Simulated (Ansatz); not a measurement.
# H₈N₂OSi₂: geometry optimisation

What shape does H₈N₂OSi₂ take? The plan is to relax it.

The runs use Ansatz 0.2.0, Gaussian basis; RKS PBE0-D4/def2-TZVP.

Plan: relaxation at PBE0-D4/def2-TZVP.

1 further run of the same task is left out (set aside as unsound or not needed).

### 1 The starting structure

SMILES `N[SiH](N)O[SiH3]`, 13 atoms, charge 0, spin multiplicity 1.

Atoms are counted from 1 here; the program's logs count them from 0.

Bond lengths: N1–Si2 1.720 Å, N1–H6 1.006 Å, N1–H7 1.007 Å, Si2–N3 1.722 Å, Si2–O4 1.629 Å, Si2–H8 1.459 Å, N3–H9 1.006 Å, N3–H10 1.007 Å, O4–Si5 1.610 Å, Si5–H11 1.463 Å, Si5–H12 1.463 Å, Si5–H13 1.464 Å. Angles: Si2–N1–H6 118.3°, Si2–N1–H7 118.3°, H6–N1–H7 109.9°, N1–Si2–N3 104.5°, N1–Si2–O4 116.5°, N1–Si2–H8 107.5°, N3–Si2–O4 106.5°, N3–Si2–H8 119.8°, O4–Si2–H8 102.7°, Si2–N3–H9 117.6°, Si2–N3–H10 117.3°, H9–N3–H10 110.0°, Si2–O4–Si5 159.9°, O4–Si5–H11 106.5°, O4–Si5–H12 105.7°, O4–Si5–H13 110.1°, H11–Si5–H12 112.2°, H11–Si5–H13 111.0° and more.

Coordinates:

```tsv
atom	x (Å)	y (Å)	z (Å)
N1	-1.29611	-1.67436	-0.19404
Si2	-0.24344	-0.47776	-0.84025
N3	1.32336	-1.18735	-0.74774
O4	-0.16066	0.93249	-0.02942
Si5	0.14847	1.98188	1.15162
H6	-2.26502	-1.43761	-0.06495
H7	-0.97149	-2.22764	0.58220
H8	-0.78150	-0.07250	-2.13417
H9	1.45792	-2.07983	-1.19212
H10	2.11302	-0.58981	-0.93008
H11	1.14240	2.91826	0.62712
H12	-1.12698	2.63711	1.44374
H13	0.66003	1.27713	2.32807
```

The start is a GFN2-xTB geometry.

### 2 Optimising with PBE0-D4/def2-TZVP

in.yaml reads:

```yaml
crystal:
  periodic: [false, false, false]
  atoms:
    - {symbol: N, position_ang: [-1.296110, -1.674360, -0.194040]}
    - {symbol: Si, position_ang: [-0.243440, -0.477760, -0.840250]}
    - {symbol: N, position_ang: [1.323360, -1.187350, -0.747740]}
    - {symbol: O, position_ang: [-0.160660, 0.932490, -0.029420]}
    - {symbol: Si, position_ang: [0.148470, 1.981880, 1.151620]}
    - {symbol: H, position_ang: [-2.265020, -1.437610, -0.064950]}
    - {symbol: H, position_ang: [-0.971490, -2.227640, 0.582200]}
    - {symbol: H, position_ang: [-0.781500, -0.072500, -2.134170]}
    - {symbol: H, position_ang: [1.457920, -2.079830, -1.192120]}
    - {symbol: H, position_ang: [2.113020, -0.589810, -0.930080]}
    - {symbol: H, position_ang: [1.142400, 2.918260, 0.627120]}
    - {symbol: H, position_ang: [-1.126980, 2.637110, 1.443740]}
    - {symbol: H, position_ang: [0.660030, 1.277130, 2.328070]}
basis:
  gaussian: {orbitals: def2-TZVP}
hamiltonian: {xc: pbe0, dispersion: d4}
relax: {f_tol: 0.005, max_steps: 150}
```

Run with:

```sh
$ ansatz run in.yaml --threads 2 --pin off --events-out ev --progress --plain --max-ram 32768MiB --backend cuda --devices 0, --max-vram 18GiB
```

Q: Predict the results of all the runs planned. Wanted: point group; shift from the start; total energy; dispersion term; dipole moment.

**Answer**, as computed:

| quantity | value |
| --- | --- |
| point group | C1 |
| steps | 37 |
| shift from the start (rms) | 0.463 Å |
| total energy | -20907.4971 eV |
| dispersion term | -253 meV |
| dipole moment | 1.38 D |

What this shows: The relaxed geometry lies 0.46 Å (rms) from the start; the bond that changed most is Si5–H11, from 1.463 to 1.488 Å. No vibrations were run, so it is not proven to be a minimum. The largest Mulliken charge, -0.63 e, sits on N1.
